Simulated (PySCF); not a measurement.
# CH5B3O4: electronic excitations

Aim: predict the electronic excitations of CH5B3O4 (`COB1OBOBO1`).

Computed with PySCF 2.14.0, with density-fitted response routines of our own, on a single molecule in the gas phase. Atoms are numbered from 0 throughout.

## Step 1: The molecule as given

13 atoms, charge 0, multiplicity 1; geometry from: GFN2-xTB.

Bonds of the start (Å): C0–O1 1.41, O1–B2 1.34, B2–O3 1.37, O3–B4 1.35, B4–O5 1.36, O5–B6 1.36, B6–O7 1.35, O7–B2 1.39, C0–H8 1.09, C0–H9 1.09, C0–H10 1.09, B4–H11 1.17, B6–H12 1.17.

## Step 2: Ultraviolet spectrum: B3LYP/def2-SVPD

What the job is given:

```
{"job": {"kind": "uv", "xc": "B3LYP", "basis": "def2-SVPD", "nstates": 8, "ntriplets": 3}, "charge": 0, "multiplicity": 1}
C      2.464924     0.139505     0.087221
O      1.435241     0.153815    -0.883154
B      0.135875     0.046347    -0.575294
O     -0.779540     0.074945    -1.598586
B     -2.101919    -0.035512    -1.333038
O     -2.534172    -0.172986    -0.047281
B     -1.639542    -0.202145     0.976779
O     -0.311922    -0.096792     0.727640
H      3.258846    -0.511461    -0.281963
H      2.098609    -0.222091     1.049043
H      2.853330     1.153557     0.204447
H     -2.874361    -0.010487    -2.209968
H     -2.009758    -0.316209     2.080508
```

Level: TDDFT B3LYP/def2-SVPD, vertical, gas phase, core orbitals frozen in the response.

Launch:

```bash
$ OMP_NUM_THREADS=1 python probes_run.py task.json out
```

One launch serves the whole session: the jobs run in the order shown.

What it wrote:

```text
coarse grid: 11792 points
cycle   1  E = -416.2955809529  dE =  1.382e+00  |g| = 1.146e+00  |ddm| = 1.094e+01
cycle   2  E = -415.9635606080  dE =  3.320e-01  |g| = 1.758e+00  |ddm| = 4.072e+00
cycle   3  E = -416.5312294869  dE = -5.677e-01  |g| = 7.753e-02  |ddm| = 2.257e+00
cycle   4  E = -416.5319241092  dE = -6.946e-04  |g| = 5.595e-02  |ddm| = 2.544e-01
cycle   5  E = -416.5324806472  dE = -5.565e-04  |g| = 1.328e-02  |ddm| = 8.383e-02
cycle   6  E = -416.5325124664  dE = -3.182e-05  |g| = 3.149e-03  |ddm| = 2.588e-02
cycle   7  E = -416.5325145783  dE = -2.112e-06  |g| = 6.494e-04  |ddm| = 6.742e-03
final grid: 116528 points
cycle   8  E = -416.6268895066  dE = -8.114e-05  |g| = 4.680e-03  |ddm| = 2.528e-01
cycle   9  E = -416.6268856995  dE =  3.807e-06  |g| = 6.543e-03  |ddm| = 1.773e-02
cycle  10  E = -416.6268941599  dE = -8.460e-06  |g| = 8.415e-04  |ddm| = 9.206e-03
cycle  11  E = -416.6268942878  dE = -1.279e-07  |g| = 2.490e-04  |ddm| = 1.524e-03
cycle  12  E = -416.6268943005  dE = -1.268e-08  |g| = 5.107e-05  |ddm| = 7.187e-04
cycle  13  E = -416.6268943009  dE = -3.879e-10  |g| = 2.788e-05  |ddm| = 1.987e-04
converged SCF energy = -416.6268943009

Static polarisability (au): isotropic 60.684, principal 45.220 61.305 75.527

Singlet excitations
state   eV       nm        f      main configurations
  1   7.3055    169.7   0.01833   H-1->L 0.83, H->L 0.10
  2   7.3508    168.7   0.00295   H->L 0.89, H-1->L 0.09
  3   7.6565    161.9   0.00025   H-3->L 0.72, H-2->L 0.25
  4   7.7451    160.1   0.00344   H->L+1 0.97
  5   8.0326    154.4   0.00081   H-1->L+2 0.86
  6   8.1666    151.8   0.00062   H-2->L 0.60, H-3->L 0.24
  7   8.1857    151.5   0.01453   H-1->L+1 0.87
  8   8.2422    150.4   0.19024   H->L+2 0.89

Triplet excitations (Tamm-Dancoff, eV): 6.8701 7.1640 7.2974
```

It took 67 s on 1 thread of Arm Neoverse V1, shared host; peak memory 0.85 GiB.

Frontier orbitals and where they lie:

| orbital | eV | atoms |
| --- | --- | --- |
| HOMO−3 | -9.75 | O5 44 %, O3 13 %, B6 7 % |
| HOMO−2 | -9.59 | O1 36 %, O7 12 %, C0 11 % |
| HOMO−1 | -9.16 | O3 20 %, O7 16 %, O1 13 % |
| HOMO | -8.80 | O1 50 %, C0 14 %, H10 8 % |
| LUMO | -0.65 | B6 29 %, B4 25 %, O5 13 % |
| LUMO+1 | -0.11 | B2 34 %, B6 21 %, B4 15 % |
| LUMO+2 | 0.10 | O5 18 %, B4 17 %, B2 15 % |

With each of the 8 states as a Gaussian band of 0.4 eV half-width at 1/e, the curve within the window shown has maxima at 150 nm (ε 8,300) L/(mol cm). Beyond the last state computed it falls off for lack of states. The curve at chosen wavelengths:

```
 nm  ε (L/mol/cm)
145          4674
147          6683
148          7490
150          8340
151          8314
153          7441
154          6706
156          5002
157          4168
159          2762
161          1823
162          1521
164          1174
165          1089
167          1009
168           986
170           930
172           834
173           771
175           626
176           549
178           401
179           335
181           222
182           177
184           107
```

Leading natural transition orbitals of singlet state 8: the hole lies on O1 50 %; H10 12 %; O3 9 %; the particle on B2, B4, B6 about 17 % each; O5 13 %; H11, H12 about 10 % each.

Leading natural transition orbitals of singlet state 1: the hole lies on O3, O7 about 23 % each; H11, H12 about 12 % each; O1, O5 about 8 % each; the particle on B4, B6 about 29 % each; H11, H12 about 11 % each; O3, O5, O7 about 6 % each.

Ground-state properties from the same run:

| property | computed |
| --- | --- |
| dipole moment (D) | 1.84 |
| polarisability (Å³) | 8.99 |
| HOMO–LUMO gap (eV) | 8.16 |
| −ε(HOMO) (eV) | 8.80 |

Orbitals, density, ELF and potential are computed afterwards from the orbital file.

Frontier orbitals at B3LYP/def2-SVPD, with the share of their density that lies nearest to each atom:

| orbital | energy (eV) | lies on |
| --- | --- | --- |
| HOMO | -8.80 | O1 52 %; H10 13 %; O3 7 % |
| LUMO | -0.65 | B4, B6 about 28 % each; H11, H12 about 12 % each; O3, O5, O7 about 6 % each |

ELF in a plane through or near 11 of the atoms.

Ten even steps from '0' (0.00) to '9' (1.00):
```
0000000000000000000000000000
0000000000000000000000000000
0000000000000000132000000000
0000000000000003999940000000
0000000000000004999982000000
0000000000000102999950000000
0000003798005752458400000000
0000005999307988181333310000
0000003899506747528788740000
0000024216212686127278620000
0000257365674412116874100000
0000257647448138773735310000
0000121017885174682499995000
0000000016872068862899997000
0000000002430047720599993000
0000000000000014300189950000
0000000000000000000000000000
0000000000000000000000000000
0000000000000000000000000000
0000000000000000000000000000
```
The map spans 11.6 Å across and 10.1 Å up, centred on the molecule. Atoms in the plane (x, y in Å): C0 (-2.5, -0.1), O1 (-1.3, -0.9), B2 (-0.1, -0.5), O3 (0.9, -1.4), B4 (2.2, -0.9), O5 (2.5, 0.4), B6 (1.5, 1.3), O7 (0.2, 0.9), H9 (-2.2, 0.9), H11 (3.1, -1.7), H12 (1.7, 2.5).

log10 of the density (e/Å³) in the same plane.

Values, 10 rows by 14 columns:
```
-4.0 -4.0 -4.0 -4.0 -4.0 -4.0 -4.0 -4.0 -4.0 -3.9 -4.0 -4.0 -4.0 -4.0
-4.0 -4.0 -4.0 -4.0 -4.0 -4.0 -4.0 -3.3 -2.5 -2.4 -2.9 -3.7 -4.0 -4.0
-4.0 -4.0 -4.0 -3.5 -3.2 -3.2 -2.8 -2.1 -0.8 -0.4 -1.7 -2.8 -4.0 -4.0
-4.0 -4.0 -3.0 -1.9 -1.3 -1.7 -1.1 -0.4 -0.2 -0.1 -1.2 -2.1 -3.3 -4.0
-4.0 -3.3 -2.1 -0.7  0.1 -0.7 -0.3  1.8  0.0  0.3  0.4 -0.9 -2.5 -3.9
-4.0 -2.8 -1.4  0.0  1.3  0.1 -0.1  0.3 -0.6  0.1  0.1 -1.1 -2.5 -3.8
-4.0 -3.2 -2.1 -1.3 -0.9  0.5 -0.2  0.1  1.8 -0.1  0.1 -0.5 -2.1 -3.4
-4.0 -4.0 -3.5 -3.0 -2.3 -1.6 -1.8 -1.2 -0.7 -1.3 -0.8 -1.2 -2.3 -3.5
-4.0 -4.0 -4.0 -4.0 -3.8 -3.4 -3.4 -2.9 -2.7 -2.9 -2.6 -2.7 -3.3 -4.0
-4.0 -4.0 -4.0 -4.0 -4.0 -4.0 -4.0 -4.0 -4.0 -4.0 -4.0 -4.0 -4.0 -4.0
```
The map spans 11.6 Å across and 10.1 Å up, centred on the molecule. Atoms in the plane (x, y in Å): C0 (-2.5, -0.1), O1 (-1.3, -0.9), B2 (-0.1, -0.5), O3 (0.9, -1.4), B4 (2.2, -0.9), O5 (2.5, 0.4), B6 (1.5, 1.3), O7 (0.2, 0.9), H9 (-2.2, 0.9), H11 (3.1, -1.7), H12 (1.7, 2.5).

On the surface of density 0.002 e/bohr³ the electrostatic potential runs, from the 1st to the 99th percentile, from -1.15 V near O1 to 1.57 V near B2.

## Step 3: Results

```
                                quantity                        value
        lowest singlet (B3LYP/def2-SVPD)  7.31 eV (170 nm), f = 0.018
brightest single state of those computed  state 8, 8.24 eV, f = 0.190
                          lowest triplet                      6.87 eV
   surface potential, 1st and 99th percentile           -1.15 V and 1.57 V
```

The first singlet state (HOMO−1→LUMO 0.83, HOMO→LUMO 0.10) lies at 7.31 eV and is weak; of the 8 states computed, the strongest absorption comes from state 8 at 8.24 eV (the last computed, so partners may be missing). The lowest triplet lies 0.44 eV below the lowest singlet (triplets in Tamm-Dancoff, singlets in full TDDFT). By nearest atom (B3LYP/def2-SVPD), the HOMO sits on O1 52 %; H10 13 % and the LUMO on B4, B6 about 28 % each; H11, H12 about 12 % each.
